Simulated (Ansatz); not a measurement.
This script for the Ansatz DFT code, driven from Python starts 5 runs on GdTl, space group Pm-3m. What input does the engine get in each?

The script, `gdtl.py`:
```python
"""Energy of GdTl under uniaxial strain, ions carried with the cell."""

import ansatz as az
import numpy as np

VECTORS = np.array([
    [3.81356, 0.0, 0.0],
    [0.0, 3.81356, 0.0],
    [0.0, 0.0, 3.81356],
])
SITES = [
    ("Gd", [0.0, 0.0, 0.0], 9.1),
    ("Tl", [0.5, 0.5, 0.5], 0.0),
]


def crystal_on(cell):
    crystal = az.Crystal(lattice=az.Lattice.of(cell))
    for symbol, position, moment in SITES:
        crystal = crystal.atom(symbol, position, moment=moment or None)
    return crystal

# clamped ions: the fractional positions stay as typed
values = np.linspace(-0.02, 0.02, 5)
energies = []
for d in values:
    strain = np.diag([0, 0, d])
    cell = VECTORS @ (np.eye(3) + strain)
    calculation = (
        crystal_on(cell).calculation()
        .basis(380, xc_grid=2)  # cutoff of the orbital basis
        .functional("pbesol")
        .mixing("msr1")
        .spin(az.SpinTreatment.COLLINEAR)  # two spin channels
        .scf(tolerance=1e-08, max_iterations=150, extra_bands=8)
        .occupations("fermi_dirac")
        .kpoints(9, 9, 9)
    )
    r = calculation.run(threads=1, backend="cpu").report
    energies.append(r["free_energy_ev"] / len(SITES))
    print(f"d = {d:+.4f}  F = {energies[-1]:.5f} eV/atom")
energies = np.array(energies)

for value, e in zip(values, energies):
    print(f"strain {value:7.3f}   E - Emin = {1000 * (e - energies.min()):9.3f} meV/atom")
np.savetxt("strain.csv", np.column_stack([values, energies]), fmt="%.6f", delimiter=",", header="strain,energy_eV_per_atom")
curvature = 2 * np.polyfit(values, energies, 3)[1]
volume = abs(np.linalg.det(VECTORS)) / len(SITES)
print(f"d2E/dd2 over the volume: {curvature / volume * 160.21766:.1f} GPa")
```

Run 1:
```yaml
crystal:
  lattice:
    - [3.81356, 0.0, 0.0]
    - [0.0, 3.81356, 0.0]
    - [0.0, 0.0, 3.7372888]
  atoms:
    - { symbol: Gd, position: [0.0, 0.0, 0.0], spin: 9.1 }
    - { symbol: Tl, position: [0.5, 0.5, 0.5] }
basis:
  ecutwfc: 380.0
  xc_grid: 2
kpoints:
  mp_grid:
    grid: [9, 9, 9]
hamiltonian:
  xc: pbesol
magnetization:
  spin_polarized: true
scf:
  max_iter: 150
  n_extra_bands: 8
  convergence:
    dr2_threshold: 1.0e-08
  mixing:
    algorithm: msr1
  occupations:
    method: fermi_dirac
```

Run 2, against run 1:
```diff
-    - [0.0, 0.0, 3.7372888]
+    - [0.0, 0.0, 3.7754244]
```

Run 3, against run 1:
```diff
-    - [0.0, 0.0, 3.7372888]
+    - [0.0, 0.0, 3.81356]
```

Run 4, against run 1:
```diff
-    - [0.0, 0.0, 3.7372888]
+    - [0.0, 0.0, 3.8516955999999998]
```

Run 5, against run 1:
```diff
-    - [0.0, 0.0, 3.7372888]
+    - [0.0, 0.0, 3.8898311999999997]
```

```console
$ python gdtl.py
DeckWarning: basis.ecutwfc = 380 eV is below the records' recommended 420 eV, and the density's cutoff is lower with it unless basis.ecutrho_ratio is high enough to keep the records' density cutoff: compare with a run at a higher cutoff
DeckWarning: the band count 24 (scf.n_extra_bands) hosts the net moment |M| = 9.1000 μB (N_el = 31) but caps the reachable moment at 2·n_bands − N_el = 17.0000 μB, below the 25 bands that the [...]
DeckWarning: where an SCF of this run starts from atoms to list the orders of its open shells, Gd (site 0, from 0) starts with 6.64 μB on its 4f shell and 0.64 μB on its 5d shell, in the place of the [...]
d = -0.0200  F = -10262.29728 eV/atom
d = -0.0100  F = -10262.29640 eV/atom
d = +0.0000  F = -10262.29439 eV/atom
d = +0.0100  F = -10262.29133 eV/atom
d = +0.0200  F = -10262.28727 eV/atom
strain  -0.020   E - Emin =     0.000 meV/atom
strain  -0.010   E - Emin =     0.884 meV/atom
strain   0.000   E - Emin =     2.897 meV/atom
strain   0.010   E - Emin =     5.957 meV/atom
strain   0.020   E - Emin =    10.011 meV/atom
d2E/dd2 over the volume: 61.0 GPa
```
(Warnings from the package without file and line, shortened.)

Against the unstrained cell the energy per atom changes by -2.90 meV at one end of the scan and +7.11 meV at the other, and its second derivative over the volume is 61.0 GPa. The lowest row is an end of the scan, as the cell stands under stress.

These settings explore the input space; cutoff and mesh may be short of convergence. The cutoff lies under the one recommended for these potentials. Open f shells: without a Hubbard U, without spin-orbit coupling; the state reached hangs on the start and needn't be the lowest. Under the recommended cutoff a pressure can be off by several GPa, even in sign. The curvature belongs to this strain pattern and to the cell's stress; it equals a single elastic constant only for simple patterns. In a metal a curvature from energy changes of a few meV or less hangs on mesh and smearing, in size and even in sign. This cell is a computed structure, which may not be the phase found in nature. The ions keep their fractional positions (clamped ions). Hardware and time: 60 s on 1 thread of Arm Neoverse V1 (shared host), peak memory 0.54 GiB.
